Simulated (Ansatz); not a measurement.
# AlNi (Pm-3m): band structure from a Python script

The task is a band structure, for AlNi (Pm-3m).

Program: the Python package of Ansatz 0.2.0. Level of theory: DFT PBEsol, plane waves, PAW. These are calculated values, not measurements.

## 1. The structure

Symmetry: Pm-3m, No. 221, cubic system. The conventional cell has a = 2.881 Å, b = 2.881 Å, c = 2.881 Å, α = 90.00°, β = 90.00°, γ = 90.00°. Al (site symmetry m-3m) has 8 Ni at 2.50 Å in its first shell of neighbours. Around Ni (site symmetry m-3m) lie 8 Al at 2.50 Å.

No structure file is read: the coordinates are typed or built in the script.

## 2. The code

run_bands.py

```python
"""Band structure of AlNi."""

from pathlib import Path
import warnings

import ansatz as az
import numpy as np

params = {
    "kmesh": (13, 13, 13),
    "functional": "pbesol",
    "extra_bands": 6,
}

warnings.simplefilter("ignore", az.DeckWarning)

lattice = az.Lattice.of(
    (2.881, 0.0, 0.0),
    (0.0, 2.881, 0.0),
    (0.0, 0.0, 2.881),
)
sites = [
    ("Al", (0.0, 0.0, 0.0)),
    ("Ni", (0.5, 0.5, 0.5)),
]
system = az.Crystal(lattice=lattice)
for symbol, position in sites:
    system = system.atom(symbol, position)
system = system.moments(Ni=1.5)

# high-symmetry points in fractions of the reciprocal vectors
path = [
    ("G", (0.0, 0.0, 0.0)),
    ("X", (0.0, 0.5, 0.0)),
    ("M", (0.5, 0.5, 0.0)),
    ("G", (0.0, 0.0, 0.0)),
    ("R", (0.5, 0.5, 0.5)),
    ("X", (0.0, 0.5, 0.0)),
]
calculation = (
    system.calculation()
    .pseudopotentials("paw")
    .kpoints(mesh=params["kmesh"])
    .spin("collinear")
    .occupations(az.OccupationsMethod.FERMI_DIRAC, width=50 * az.meV)
    .functional(params["functional"])
    .band_structure([point for _, point in path], intervals=6)
    .scf(extra_bands=params["extra_bands"])
    .stress()
    .density()
    .potential()
    .electron_localization_function()
    .output_files(volumetric_format="npy")
)
with warnings.catch_warnings(record=True) as caught:
    warnings.simplefilter("always")
    res = calculation.run()
print("warnings raised:", sorted(w.category.__name__ for w in caught) or "none")
data = res.report

print(f"free energy      {data['free_energy_ev']:.5f} eV")
print(f"per atom         {data['free_energy_ev'] / len(res.lattice.sites):.5f} eV")
print(f"SCF iterations   {data['n_iterations']}  (converged: {data['converged']})")

# the stress is positive in compression
stress = np.array(data["stress_gpa"])
print(f"pressure {np.trace(stress) / 3:.3f} GPa")
print("stress tensor, GPa, positive in compression")
print(np.round(stress, 3) + 0.0)

folder = Path(res.write_results("fields"))
print("densities in e/A^3, potentials in eV, ELF without unit")
for name in sorted(p.name for p in folder.glob("*.npy")):
    field = np.load(folder / name)
    print(f"{name:16s} {str(field.shape):16s} min {field.min():10.4f}  mean {field.mean():10.4f}  max {field.max():10.4f}")

bands = res.band_structure()
fermi = bands.fermi_energy_ev
print(f"zero of the bands: {fermi:.3f} eV, the Fermi level found on the SCF mesh")
for spin, channel in enumerate(bands.channels):
    levels = channel.eigenvalues_ev - fermi
    crossing = [b for b in range(levels.shape[1]) if levels[:, b].min() < 0 < levels[:, b].max()]
    print(f"channel {spin}: bands that cross the Fermi level on this path:", [b + 1 for b in crossing] or "none")
    shown = crossing or sorted(np.argsort(np.abs(levels).min(axis=0))[:2])
    for k, row in zip(bands.kpoints_frac, levels[:, shown]):
        print(f"{k[0]:7.3f} {k[1]:7.3f} {k[2]:7.3f}  ", " ".join(f"{e:8.3f}" for e in row))
```

## 3. Launch

Run with:

```sh
> python run_bands.py
```

**Question.** What results will this script give? Wanted: free energy; pressure; moment, net / absolute; bands on the path; highest ELF outside the cores.

As calculated:

| quantity | value |
| --- | --- |
| free energy | -6330.8654 eV (-3165.4327 eV/atom) |
| pressure | -3.34 GPa |
| moment, net / absolute | 0.00 / 0.00 μB per cell |
| bands on the path | cross the Fermi level |
| highest ELF outside the cores | 0.52, in the shell around Al |

The path shows bands through the Fermi level: a metal at this level of theory. The pressure of -3.3 GPa means that the cell would shrink if relaxed at this level. The starting moments died away: the state reached is non-magnetic. Notes:
- The SCF didn't keep the moments it started from (some shrank, vanished or turned); what is printed is the state reached.
- The fields are valence quantities on the plane-wave grid; their values near the nuclei depend on the potentials.
- Gaps and levels are Kohn-Sham values on a finite set of k-points.
- The script silences the warnings on its input, which a real study should read. The starting moments were not kept in at least one run, so it stands on a weaker or other magnetic state than the one typed.
